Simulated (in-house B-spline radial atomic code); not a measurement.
**N: other nuclei and constants**

Thought experiments on N: change the model or size of the nucleus and the nuclear charge and the speed of light, one thing at a time, and follow the levels.

Program: in-house B-spline radial atomic code version 1. Level of theory: Dirac-Hartree-Fock, average of configuration, Fermi nucleus, basis-set limit. These are calculated values, not measurements, unless marked.

### Step 1. What is computed

| Property | Result |
| --- | --- |
| element | nitrogen (Z = 7) |
| charge | 0 |
| electrons | 7 |
| configuration | [He] 2s2 2p3 |
| Hamiltonian | Dirac-Coulomb |
| nucleus | Fermi, rms radius 2.558 fm |

The outer shells:

[He] 2s2 2p3
```
[He] core
2s [↑↓]
2p [↑ ][↑ ][↑ ]
```

The boxes draw the filling by Hund's rule, which heavy ions in jj coupling don't follow; these runs average over all states of the configuration.

Settings, as recorded:

```ini
Z = 7
electrons = 7.0
configuration = [He] 2s2 2p3
hamiltonian = dirac
method = hf
spin_polarised = False
nucleus = fermi
rms_radius = 2.5582
mass_number = 14
atomic_mass = 14.00307400425
speed_of_light = 137.035999084
```

From the earlier run of the reference: total energy -54.327722 hartree (electron-nucleus part -128.2387, recoil term 0.002006282). Levels, eight at most:

```
orbital  occupation  energy (eV)  <r> (bohr)
  1s1/2           2      -426.58      0.2281
  2s1/2           2      -26.253       1.325
  2p1/2           1      -13.847       1.446
  2p3/2           2      -13.828       1.447
```

### Step 2. Rms radius × 0.98

Settings, as recorded:

```ini
Z = 7
electrons = 7.0
configuration = [He] 2s2 2p3
hamiltonian = dirac
method = hf
spin_polarised = False
nucleus = fermi
rms_radius = 2.507
mass_number = 14
atomic_mass = 14.00307400425
speed_of_light = 137.035999084
```

### Step 3. Rms radius × 1.02

Settings: those of step 2 with these lines changed.

```diff
@@ -7,3 +7,3 @@
 nucleus = fermi
-rms_radius = 2.507
+rms_radius = 2.6094
 mass_number = 14
```

### Step 4. Speed of light × 0.9

Settings, as recorded:

```ini
Z = 7
electrons = 7.0
configuration = [He] 2s2 2p3
hamiltonian = dirac
method = hf
spin_polarised = False
nucleus = fermi
rms_radius = 2.5582
mass_number = 14
atomic_mass = 14.00307400425
speed_of_light = 123.3323991756
```

### Step 5. Speed of light × 1.02

Settings: those of step 4 with these lines changed.

```diff
@@ -10,2 +10,2 @@
 atomic_mass = 14.00307400425
-speed_of_light = 123.3323991756
+speed_of_light = 139.77671906568
```

### Step 6. Speed of light × 0.98

Settings: those of step 5 with these lines changed.

```diff
@@ -10,2 +10,2 @@
 atomic_mass = 14.00307400425
-speed_of_light = 139.77671906568
+speed_of_light = 134.29527910232
```

### Step 7. Speed of light × 2

Settings: those of step 6 with these lines changed.

```diff
@@ -10,2 +10,2 @@
 atomic_mass = 14.00307400425
-speed_of_light = 134.29527910232
+speed_of_light = 274.071998168
```

### Step 8. Speed of light × 100

Settings: those of step 7 with these lines changed.

```diff
@@ -10,2 +10,2 @@
 atomic_mass = 14.00307400425
-speed_of_light = 274.071998168
+speed_of_light = 13703.5999084
```

### Step 9. Nuclear charge +0.1

Settings: those of step 8 with these lines changed.

```diff
@@ -1,2 +1,2 @@
-Z = 7
+Z = 7.1
 electrons = 7.0
@@ -10,2 +10,2 @@
 atomic_mass = 14.00307400425
-speed_of_light = 13703.5999084
+speed_of_light = 137.035999084
```

### Step 10. Nuclear charge +0.5

Settings: those of step 9 with these lines changed.

```diff
@@ -1,2 +1,2 @@
-Z = 7.1
+Z = 7.5
 electrons = 7.0
```

**Question.** By how much, and in which direction, does each change move the total energy and the levels?

**Answer**, as computed:

All values are changes from the reference run; energy changes under 1e-06 eV count as noise.

| change | Δ total energy (eV) | Δ 1s1/2 level (eV) | Δ 2p3/2 level (eV) |
| --- | --- | --- | --- |
| rms radius × 0.98 | -7.768e-06 | -3.244e-06 | below noise |
| rms radius × 1.02 | +7.925e-06 | +3.309e-06 | below noise |
| speed of light × 0.9 | -0.2018 | -0.06407 | +0.003007 |
| speed of light × 1.02 | +0.03339 | +0.0106 | -0.0004978 |
| speed of light × 0.98 | -0.03546 | -0.01126 | +0.0005286 |
| speed of light × 2 | +0.6443 | +0.2046 | -0.009626 |
| speed of light × 100 | +0.8587 | +0.2725 | -0.0129 |
| nuclear charge +0.1 | -50.3 | -14.3 | -1.678 |
| nuclear charge +0.5 | -260.4 | -74.35 | -9.111 |

**Reading.** The largest shift, -260.4 eV, belongs to the run "nuclear charge +0.5". With the speed of light a hundred times larger relativity all but vanishes, so that run measures the relativistic lowering of the energy: 0.8587 eV. A radius 2 % larger raises the energy by 7.92e-06 eV, and one 2 % smaller lowers it by 7.77e-06 eV. Adding 0.1 to the nuclear charge changes the energy by -1.8484 hartree; 0.1 times the Hellmann-Feynman slope (electron-nucleus energy over Z) gives -1.8320 hartree to first order.
